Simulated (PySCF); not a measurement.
# C7H4F2: electronic excitations

Wanted: the electronic excitations of C7H4F2 (`Fc1cc(F)c2c(c1)C2`), by calculation.

Computed with PySCF 2.14.0, with density-fitted response routines of our own, on a single molecule in the gas phase. Atoms count from 0, in the outputs and in this text.

## (1) The molecule as given

13 atoms, charge 0, multiplicity 1; geometry from: GFN2-xTB.

Bonds of the start (Å): F0–C1 1.35, C1–C2 1.38, C2–C3 1.41, C3–F4 1.35, C3–C5 1.35, C5–C6 1.38, C6–C7 1.35, C6–C8 1.48, C7–C1 1.41, C8–C5 1.49, C2–H9 1.08, C7–H10 1.08, C8–H11 1.08, C8–H12 1.08.

## (2) Excited states and response: CAM-B3LYP/def2-SVPD

The job: settings as JSON, then the geometry in Å.

```
{"job": {"kind": "uv", "xc": "CAM-B3LYP", "basis": "def2-SVPD", "nstates": 8, "ntriplets": 3}, "charge": 0, "multiplicity": 1}
F     -2.671611    -1.256484    -0.272650
C     -1.480258    -0.641090    -0.149083
C     -1.470839     0.737141    -0.070823
C     -0.254772     1.433864     0.059449
F     -0.264031     2.776729     0.135772
C      0.856013     0.664725     0.098032
C      0.802916    -0.714522     0.017192
C     -0.326512    -1.452116    -0.107977
C      2.141661    -0.087369     0.154857
H     -2.399802     1.282803    -0.108341
H     -0.396745    -2.525325    -0.172394
H      2.799676    -0.058815    -0.705595
H      2.659915    -0.159055     1.103833
```

Method: TDDFT CAM-B3LYP/def2-SVPD, vertical, gas phase, core orbitals frozen in the response.

What will the session give for the following? lowest singlet (CAM-B3LYP/def2-SVPD); brightest single state of those computed; lowest triplet. Wanted: lowest singlet; brightest single state of those computed; lowest triplet.

The runs gave:

| quantity | value |
| --- | --- |
| lowest singlet (CAM-B3LYP/def2-SVPD) | 5.34 eV (232 nm), f = 0.030 |
| brightest single state of those computed | state 6, 6.99 eV, f = 0.526 |
| lowest triplet | 4.03 eV |

In words: The lowest singlet, at 5.34 eV, is HOMO→LUMO 0.71, HOMO−1→LUMO+1 0.23 and is weak; of the 8 states computed, the strongest absorption comes from state 6 at 6.99 eV. The lowest triplet lies 1.31 eV below the lowest singlet (triplets in Tamm-Dancoff, singlets in full TDDFT).
